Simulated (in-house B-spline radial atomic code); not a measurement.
# Lu⁶⁺: excited configurations

Wanted: excitation energies of Lu⁶⁺ as differences of total energies (ΔSCF).

Method: non-relativistic Hartree-Fock, average of configuration, point nucleus, basis-set limit. Code: in-house B-spline radial atomic code version 1.

**1. The atom as given**

- element: lutetium (Z = 71)
- charge: +6
- electrons: 65
- configuration: [Kr] 4d10 4f13 5s2 5p4
- Hamiltonian: non-relativistic
- nucleus: point

Outer shells as boxes (Hund's rule):

[Kr] 4d10 4f13 5s2 5p4
```
[Kr] core
4d [↑↓][↑↓][↑↓][↑↓][↑↓]
4f [↑↓][↑↓][↑↓][↑↓][↑↓][↑↓][↑ ]
5s [↑↓]
5p [↑↓][↑ ][↑ ]
```

The boxes draw the filling by Hund's rule, which heavy ions in jj coupling don't follow; these runs average over all states of the configuration.

Settings of the run:

```ini
Z = 71
electrons = 65.0
configuration = [Kr] 4d10 4f13 5s2 5p4
hamiltonian = nr
method = hf
spin_polarised = False
```

From the earlier run of the reference: total energy -13842.330529 hartree. Levels, eight at most:

| orbital | occupation | energy (eV) | <r> (bohr) |
| --- | --- | --- | --- |
| 3p | 6 | -2124.97 | 0.2201 |
| 3d | 10 | -1754.24 | 0.1939 |
| 4s | 2 | -547.70 | 0.5152 |
| 4p | 6 | -463.28 | 0.5254 |
| 4d | 10 | -311.04 | 0.5481 |
| 5s | 2 | -137.15 | 1.219 |
| 4f | 13 | -115.30 | 0.6369 |
| 5p | 4 | -111.66 | 1.320 |

**2. Run with [Kr] 4d9 4f12 5s2 5p4 5d1 5g1**

Settings of the run:

```ini
Z = 71
electrons = 65.0
configuration = [Kr] 4d9 4f12 5s2 5p4 5d1 5g1
hamiltonian = nr
method = hf
spin_polarised = False
```

**3. Configuration [Kr] 4d9 4f13 5s2 5p3 6f1 7g1**

Settings of the run:

```ini
Z = 71
electrons = 65.0
configuration = [Kr] 4d9 4f13 5s2 5p3 6f1 7g1
hamiltonian = nr
method = hf
spin_polarised = False
```

**4. Run with [Kr] 4d8 4f13 5s2 5p5 5f1**

Settings of the run:

```ini
Z = 71
electrons = 65.0
configuration = [Kr] 4d8 4f13 5s2 5p5 5f1
hamiltonian = nr
method = hf
spin_polarised = False
```

**5. Configuration [Kr] 4d9 4f12 5s2 5p4 6p1 6g1**

Settings of the run:

```ini
Z = 71
electrons = 65.0
configuration = [Kr] 4d9 4f12 5s2 5p4 6p1 6g1
hamiltonian = nr
method = hf
spin_polarised = False
```

**6. Run with [Kr] 4d10 4f14 5s2 5p2 5d1**

Settings of the run:

```ini
Z = 71
electrons = 65.0
configuration = [Kr] 4d10 4f14 5s2 5p2 5d1
hamiltonian = nr
method = hf
spin_polarised = False
```

**Question.** How far above the reference does each configuration lie (order and size, in eV)?

**Answer**, as computed:

| net move | configuration | energy above the reference (eV) | largest <r> (bohr) |
| --- | --- | --- | --- |
| 2×5p → 4f, 5d | [Kr] 4d10 4f14 5s2 5p2 5d1 | 45.383 | 1.66 |
| 4d, 4f → 5d, 5g | [Kr] 4d9 4f12 5s2 5p4 5d1 5g1 | 320.84 | 3.82 |
| 4d, 4f → 6g, 6p | [Kr] 4d9 4f12 5s2 5p4 6p1 6g1 | 358.60 | 5.98 |
| 4d, 5p → 6f, 7g | [Kr] 4d9 4f13 5s2 5p3 6f1 7g1 | 386.12 | 8.51 |
| 2×4d → 5f, 5p | [Kr] 4d8 4f13 5s2 5p5 5f1 | 461.46 | 2.48 |

**Reading.** At the bottom stands 2×5p → 4f, 5d (45.383 eV), at the top 2×4d → 5f, 5p (461.46 eV). Koopmans' estimate of the ionisation threshold is 111.66 eV; 4 configurations exceed it by over 2 % and could autoionise. Two partly filled shells share a symmetry and can mix in the average, which may lower the energy, for: 4d, 4f → 5d, 5g; 4d, 4f → 6g, 6p; 4d, 5p → 6f, 7g; 2×4d → 5f, 5p. These are averages over configurations, without correlation, not spectroscopic levels.
